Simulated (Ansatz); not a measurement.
# doublet [BF3]− at 5 levels

We compute a comparison of 5 runs (UHF/STO-3G, UB3LYP/6-31G*, U-wB97M-V/aug-cc-pVDZ, UBHLYP/aug-cc-pVDZ, UCAM-B3LYP/aug-cc-pVDZ) of doublet [BF3]−. 

The results are computed with Ansatz 0.2.0.

37 further runs of the same task are left out: 1 that didn't finish, 36 set aside as unsound or not needed.

## (1) The structure to begin with

The species is [BF3]− (4 atoms), meant as a doublet with charge -1. SMILES of the parent species: `FB(F)F`. Geometry: relaxed at PBE0-D4/def2-TZVP. That shape belongs to the parent species and isn't relaxed for this state.

Bond lengths: F1–B2 1.311 Å, B2–F3 1.311 Å, B2–F4 1.311 Å. Angles: F1–B2–F3 120.0°, F1–B2–F4 120.0°, F3–B2–F4 120.0°.

## (2) The energy at UHF/STO-3G (run 1)

molecule.yaml

```yaml
crystal:
  periodic: [false, false, false]
  atoms:
    - {symbol: F, position_ang: [0.543870, 0.210740, 1.174280]}
    - {symbol: B, position_ang: [0.000020, -0.000000, 0.000010]}
    - {symbol: F, position_ang: [-0.265170, -1.223510, -0.389620]}
    - {symbol: F, position_ang: [-0.278730, 1.012770, -0.784660]}
basis:
  gaussian: {orbitals: STO-3G}
total_charge: -1
magnetization: {spin_polarized: true, initial_magnetization: 1}
hamiltonian: {xc: hf}
accuracy: high
output: {orbitals: {seedname: orbitals}}
```

Run with:

```
ansatz run molecule.yaml --threads 1 --pin off --max-ram 3480MiB --events-out events.jsonl --progress --plain --runs-dir runs
```

Log:

```text
Warning: RAYON_NUM_THREADS=1 ignored (pool sized by the plan → 1); use --threads N
Functional definition: HF
  name "HF"
  exchange = exact_x
  correlation = 0
366 factors; integrals over basis functions are off by at most 3.2e-8 eV
mean field evaluation 1: about -8661.2527 eV, gradient 1.1e1 eV
mean field evaluation 2: about -8661.4002 eV, gradient 1.2e1 eV
mean field evaluation 4: about -8662.2684 eV, gradient 7.5e-1 eV
mean field evaluation 8: about -8662.2753 eV, gradient 1.5e-2 eV
mean field -8662.27525437 eV, -318.3327440970 hartree, gradient 1.9e-8 eV, S^2 0.755446; 0 other end points of the search recorded, 0 dependent functions left out
reference -8662.27525437 eV, -318.3327440970 hartree; 17, 16 occupied and 3, 4 virtual orbitals, 366 factors
Total energy: -8662.27525437 eV, -318.3327440970 hartree
```

Run time: 0.1 s. Hardware: 1 thread of Arm Neoverse V2, shared host.

## (3) The energy at UB3LYP/6-31G(d) (Cartesian functions) (run 2)

molecule.yaml: that of step 2 with these lines changed.

```diff
@@ -8,6 +8,6 @@
 basis:
-  gaussian: {orbitals: STO-3G}
+  gaussian: {orbitals: "6-31G*"}
 total_charge: -1
 magnetization: {spin_polarized: true, initial_magnetization: 1}
-hamiltonian: {xc: hf}
+hamiltonian: {xc: {name: B3LYP}}
 accuracy: high
```

Run with:

```
ansatz run molecule.yaml --threads 1 --pin off --max-ram 3480MiB --events-out events.jsonl --progress --plain --runs-dir runs
```

Log:

```text
Warning: RAYON_NUM_THREADS=1 ignored (pool sized by the plan → 1); use --threads N
Functional definition: B3LYP
  name "B3LYP"
  parameter a0 = 0.2
  parameter ax = 0.72
  parameter ac = 0.81
  exchange = (1 - a0 - ax)*slater_x + ax*b88_x + a0*exact_x
  correlation = (1 - ac)*vwn_rpa_c + ac*lyp_c
1195 factors; integrals over basis functions are off by at most 2.9e-9 eV
mean field evaluation 1: about -8827.1973 eV, gradient 5.0e0 eV
mean field evaluation 2: about -8827.3033 eV, gradient 2.6e0 eV
mean field evaluation 4: about -8827.3241 eV, gradient 3.5e-1 eV
mean field evaluation 8: about -8827.3747 eV, gradient 1.1e-2 eV
mean field evaluation 16: about -8827.3747 eV, gradient 1.7e-6 eV
mean field -8827.37474253 eV, -324.4000383786 hartree, gradient 3.7e-8 eV, S^2 0.751560; 0 other end points of the search recorded, 0 dependent functions left out
reference -8827.37476682 eV, -324.4000392709 hartree; 17, 16 occupied and 43, 44 virtual orbitals, 1195 factors
Total energy: -8827.37476682 eV, -324.4000392709 hartree
```

It took 4.5 s on 1 thread of Arm Neoverse V2, shared host; peak memory 0.2 GiB.

Runs 3 to 4 aren't shown in full; the table further down has their settings and results.

## (4) The energy at UCAM-B3LYP/aug-cc-pVDZ (run 5)

input.yaml

```yaml
crystal:
  periodic: [false, false, false]
  atoms:
    - {symbol: F, position_ang: [0.543870, 0.210740, 1.174280]}
    - {symbol: B, position_ang: [0.000020, -0.000000, 0.000010]}
    - {symbol: F, position_ang: [-0.265170, -1.223510, -0.389620]}
    - {symbol: F, position_ang: [-0.278730, 1.012770, -0.784660]}
basis:
  gaussian: {orbitals: aug-cc-pVDZ}
hamiltonian: {xc: {name: CAM-B3LYP}}
total_charge: -1
accuracy: high
output: {orbitals: {seedname: orbitals}}
magnetization: {spin_polarized: true, initial_magnetization: 1}
```

Run with:

```
ansatz run input.yaml --threads 1 --pin off --max-ram 3480MiB --events-out events.jsonl --progress --plain --runs-dir runs
```

Log (excerpt; [...] marks lines left out):

```text
Warning: RAYON_NUM_THREADS=1 ignored (pool sized by the plan → 1); use --threads N
Functional definition: CAM-B3LYP
  name "CAM-B3LYP"
[...]
1815 factors; integrals over basis functions are off by at most 3.3e-9 eV
405 factors; integrals over basis functions are off by at most 1.2e-9 eV
[...]
mean field -8829.62381824 eV, -324.4826903862 hartree, gradient 4.4e-8 eV, S^2 0.750109; 4 other end points of the search recorded, 0 dependent functions left out
reference -8829.62383110 eV, -324.4826908588 hartree; 17, 16 occupied and 75, 76 virtual orbitals, 1815 factors
Total energy: -8829.62383110 eV, -324.4826908588 hartree
```

Run time: 15 s. Hardware: 1 thread of Arm Neoverse V2, shared host; peak memory 0.4 GiB.

## (5) Overview of the runs

```
run                                level  Cartesian functions  energy (Eh)  HOMO energy (eV)  LUMO energy (eV)   ⟨S²⟩  wall time
  1                           UHF/STO-3G                   no  -318.332744              8.68             23.08  0.755      0.1 s
  2  UB3LYP/6-31G* (Cartesian functions)                  yes  -324.400039              7.32              9.90  0.752      4.5 s
  3                U-wB97M-V/aug-cc-pVDZ                   no  -324.481486              1.30              3.96  0.750       71 s
  4                   UBHLYP/aug-cc-pVDZ                   no  -324.443239              1.79              3.51  0.750       19 s
  5               UCAM-B3LYP/aug-cc-pVDZ                   no  -324.482691              1.47              3.67  0.750       15 s
```

## (6) Summary of results

```
                                 quantity          value
                      run 5: total energy  -324.48269 Eh
run 5: HOMO energy (highest over α and β)        1.47 eV
 run 5: LUMO energy (lowest over α and β)        3.67 eV
                              run 5: ⟨S²⟩          0.750
```

**Reading.** Totals of different functionals can't be ranked against each other. In runs 1, 2, 3, 4, 5 the HOMO lies above zero, so the outermost electron may be held by the basis alone. In run 1 the basis is minimal, so the values are rough. All runs together took 1.8 min, the longest 71 s.
